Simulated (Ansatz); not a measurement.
# NiO: the cost of one run

Computed with Ansatz 0.2.0 (DFT PBE, scalar-relativistic, plane waves, PAW, unless a step's input says otherwise).

Spin polarisation is switched off on purpose; where the compound carries moments, volume, stiffness and gap are then not the real material's.

**1. The system as given**

Symmetry: Fm-3m, No. 225, cubic system. Conventional cell: a = 4.159 Å, b = 4.159 Å, c = 4.159 Å, α = 90.00°, β = 90.00°, γ = 90.00°. Ni (site symmetry m-3m) has 6 O at 2.08 Å as nearest neighbours. O (site symmetry m-3m) is surrounded by 6 Ni at 2.08 Å.

Coordinates:

```cif
data_structure
_symmetry_space_group_name_H-M 'P 1'
_symmetry_Int_Tables_number 1
_cell_length_a 2.9410
_cell_length_b 2.9410
_cell_length_c 2.9410
_cell_angle_alpha 60.000
_cell_angle_beta 60.000
_cell_angle_gamma 60.000
_cell_volume 17.99
loop_
_atom_site_label
_atom_site_type_symbol
_atom_site_fract_x
_atom_site_fract_y
_atom_site_fract_z
_atom_site_occupancy
Ni1 Ni 0.00000 0.00000 0.00000 1
O1 O 0.50000 0.50000 0.50000 1
```

This cell comes from an earlier session at PBE: 8.994 Å³/atom at 0.00 GPa, on a 14×14×14 mesh.

Volume factors to run: 0.980, 1.020, 0.960, 1.040.

**2. Scaling the volume by 0.980**

Input file input.yaml:

```yaml
crystal:
  lattice:
    - [0.0, 2.0656724582, 2.0656724582]
    - [2.0656724582, 0.0, 2.0656724582]
    - [2.0656724582, 2.0656724582, 0.0]
  atoms:
    - { symbol: Ni, position: [0.0, 0.0, 0.0] }
    - { symbol: O, position: [0.5, 0.5, 0.5] }
basis:
  ecutwfc: 420
  ecutrho_ratio: 4
kpoints:
  mp_grid: { grid: [14, 14, 14] }
hamiltonian:
  xc: pbe
scf:
  occupations: { method: gaussian, width: 0.05 }
output:
  forces: true
  stress: true
  eigenvalues: true
```

Launch:

```console
$ ansatz run input.yaml --threads 1 --pin off --max-ram 2560MiB --backend cpu --events-out ev --progress --plain --runs-dir out
```

**Question.** How long does this run take on 1 thread of Intel Xeon 6975P-C (Granite Rapids), shared host, and how much memory does it need?

About 1.5 s, with a peak of 0.36 GiB.
